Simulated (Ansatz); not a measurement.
# Al: further runs on the relaxed cell

One table from this session's results is given with a row withheld; the runs are named, their logs left out.

Method: DFT PBEsol+D3(BJ), scalar-relativistic, plane waves, PAW, in Ansatz 0.2.0.

1 further run of the same task is left out (set aside as unsound or not needed).

**The starting structure**

It takes space group P6_3/mmc (No. 194, hexagonal). The conventional cell has a = 2.801 Å, b = 2.801 Å, c = 9.193 Å, α = 90.00°, β = 90.00°, γ = 120.00°. Al (site symmetry -3m) is surrounded by 12 Al at 2.80 to 2.81 Å. Al (site symmetry -6m2) has 12 Al at 2.80 to 2.81 Å as nearest neighbours.

As a file:

```cif
data_structure
_symmetry_space_group_name_H-M 'P6_3/mmc'
_symmetry_Int_Tables_number 194
_cell_length_a 2.8011
_cell_length_b 2.8011
_cell_length_c 9.1928
_cell_angle_alpha 90.000
_cell_angle_beta 90.000
_cell_angle_gamma 120.000
_cell_volume 62.47
loop_
_atom_site_label
_atom_site_type_symbol
_atom_site_symmetry_multiplicity
_atom_site_Wyckoff_symbol
_atom_site_fract_x
_atom_site_fract_y
_atom_site_fract_z
_atom_site_occupancy
Al1 Al 2 a 0.00000 0.00000 0.00000 1
Al2 Al 2 c 0.33333 0.66667 0.25000 1
```

It goes back to an entry of the Materials Project, which need not be the stable form.

This cell was relaxed beforehand with the same method: volume 15.62 Å³/atom, gap on the mesh none (metal).

The first run:

input.yaml

```yaml
crystal:
  lattice:
    - [2.8011182722, 0.0, 0.0]
    - [-1.4005591361, 2.4258395828, 0.0]
    - [0.0, 0.0, 9.1928282144]
  atoms:
    - { symbol: Al, position: [0.0, 0.0, 0.0] }
    - { symbol: Al, position: [0.3333333333, 0.6666666667, 0.25] }
    - { symbol: Al, position: [0.0, 0.0, 0.5] }
    - { symbol: Al, position: [0.6666666667, 0.3333333333, 0.75] }
basis:
  ecutwfc: 420
kpoints:
  mp_grid: { grid: [18, 18, 6] }
  band_path:
    path:
      - [[0.0, 0.0, 0.0], [0.5, 0.0, 0.0], [0.33333333, 0.33333333, 0.0], [0.0, 0.0, 0.0], [0.0, 0.0, 0.5], [0.5, 0.0, 0.5], [0.33333333, 0.33333333, 0.5], [0.0, 0.0, 0.5]]
      - [[0.5, 0.0, 0.5], [0.5, 0.0, 0.0]]
      - [[0.33333333, 0.33333333, 0.5], [0.33333333, 0.33333333, 0.0]]
    npoints: 14
hamiltonian:
  xc: pbesol
  dispersion: d3bj
scf:
  occupations: { method: gaussian, width: 0.1 }
  n_extra_bands: 10
output:
  forces: true
  stress: true
  eigenvalues: true
  populations: true
  dos: { projected: true, de: 0.02, nscf_kmesh: { grid: [27, 27, 9] } }
  bader: true
  write_density: true
  write_potential: true
  elf: true
  volumetric_format: npy
```

Started as:

```sh
$ ansatz run input.yaml --threads 1 --pin off --max-ram 2560MiB --backend cpu --events-out ev --progress --plain --runs-dir out
```

Among the steps run: Bands, states and charges; Back to the database's cell; Volume × 0.97; The cell scaled to 1.03 of its volume; Volume × 0.94; The cell scaled to 1.06 of its volume; Point at V/V0 = 0.91; The cell scaled to 1.10 of its volume; The cell scaled to 0.88 of its volume.

One of the session's tables, all rows but one given; the rest of the session is left out.

It belongs to the step «Equation of state». 

```
volume (Å³/atom)  energy above the lowest point (meV/atom)  pressure (GPa)
          13.742                                      78.5           15.08
          14.211                                      41.6           10.34
          14.679                                      17.4            6.32
          15.148                                       4.1            2.90
          15.616                                       0.0           -0.02
          16.085                                         ?               ?
          16.553                                      14.3           -4.64
          17.178                                      37.1           -6.98
```

**Question.** Estimate the row for volume (Å³/atom) = 16.085.

Worked estimate for «energy above the lowest point (meV/atom)». A straight line through the neighbours (15.616, 0.0) and (16.553, 14.3) gives 0.0 + (14.3 − 0.0) × (16.085 − 15.616) / (16.553 − 15.616) = 7.2; a parabola fitted to 4 rows on both sides gives 3.9.

**Answer.** energy above the lowest point (meV/atom): 3.8; pressure (GPa): -2.51. In «energy above the lowest point (meV/atom)» the line misses by +3.4 and the parabola by +0.1.
